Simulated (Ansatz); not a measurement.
Write a Python script for the Ansatz DFT code, driven from Python that makes a single point from a YAML input of Cs₂RbAsF₆, space group Fm-3m. Use: PBEsol, PAW, the default cutoff (420 eV here), 3×3×3 k-points, fixed occupations.

`scf.yaml`
```yaml
crystal:
  lattice:
    - [0.0, 4.794976, 4.794976]
    - [4.794976, 0.0, 4.794976]
    - [4.794976, 4.794976, 0.0]
  atoms:
    - { symbol: Cs, position: [0.75, 0.75, 0.75] }
    - { symbol: Cs, position: [0.25, 0.25, 0.25] }
    - { symbol: Rb, position: [0.5, 0.5, 0.5] }
    - { symbol: As, position: [0.0, 0.0, 0.0] }
    - { symbol: F, position: [0.782934, 0.217066, 0.217066] }
    - { symbol: F, position: [0.217066, 0.217066, 0.782934] }
    - { symbol: F, position: [0.217066, 0.782934, 0.782934] }
    - { symbol: F, position: [0.217066, 0.782934, 0.217066] }
    - { symbol: F, position: [0.782934, 0.217066, 0.782934] }
    - { symbol: F, position: [0.782934, 0.782934, 0.217066] }
kpoints:
  mp_grid: { grid: [3, 3, 3] }
hamiltonian:
  xc: pbesol
scf:
  occupations: { method: fixed }
output:
  forces: true
```

`yaml_run_cs2rbasf6.py`
```python
'''Cs2RbAsF6 from YAML text.'''

import warnings

import ansatz as az
import pandas as pd


def main() -> None:
    warnings.simplefilter('ignore', az.DeckWarning)

    done = az.Session.from_deck('scf.yaml').plan(threads=1).execute()
    report = done.report

    for key in ('converged', 'n_iterations', 'n_electrons', 'n_kpoints', 'n_pw', 'n_symmetry_ops', 'free_energy_ev', 'fermi_energy_ev'):
        print(f'{key:18s} {report[key]}')

    # forces, one row an atom
    table = pd.DataFrame(report['forces_ev_ang'], columns=['fx', 'fy', 'fz'])
    table.insert(0, 'atom', [site['symbol'] for site in report['lattice']['sites']])
    print(table.round(4).to_string())

    terms = report['components']
    print({name: round(terms[name], 3) for name in ('e_kinetic', 'e_hartree', 'e_xc', 'e_local', 'e_nonlocal')})

    print('doubts on the final state:', report['published_state_doubts'] or 'none')
    print('warnings:', sorted({n['data']['kind'] for n in done.notices if n['data'].get('severity') in ('warning', 'doubt')}) or 'none')


if __name__ == '__main__':
    main()
```

Output of `python yaml_run_cs2rbasf6.py`:
```text
converged          True
n_iterations       7
n_electrons        84.0
n_kpoints          4
n_pw               4285
n_symmetry_ops     48
free_energy_ev     -24012.662811018476
fermi_energy_ev    3.5709450698683436
  atom      fx      fy      fz
0   Cs -0.0000 -0.0000  0.0000
1   Cs  0.0000 -0.0000  0.0000
2   Rb  0.0000  0.0000  0.0000
3   As  0.0000  0.0000 -0.0000
4    F -0.1636 -0.0000  0.0000
5    F  0.0000 -0.0000 -0.1636
6    F  0.1636  0.0000 -0.0000
7    F  0.0000 -0.1636 -0.0000
8    F  0.0000  0.1636  0.0000
9    F  0.0000 -0.0000  0.1636
{'e_kinetic': 1810.788, 'e_hartree': 3419.164, 'e_xc': -1026.251, 'e_local': -8043.895, 'e_nonlocal': 10.682}
doubts on the final state: none
warnings: none
```

Absolute energies stand on the zero of these potentials, so only differences at equal settings mean something. A total without «per atom» is that of the cell as typed. The energy terms are those on the plane-wave grid, with the one-centre PAW part apart; the terms shown are only some of the summands, so they needn't add up to F. The zero of the levels is a convention of the potentials, so an absolute Fermi energy is no work function. The structure comes from a database of computed cells and needn't be a stable or known phase. Hardware and time: 5.9 s on 1 thread of Arm Neoverse N1, on a shared host, peak memory 0.57 GiB.

(Lines on the test bed's own set-up are left out of the output.)
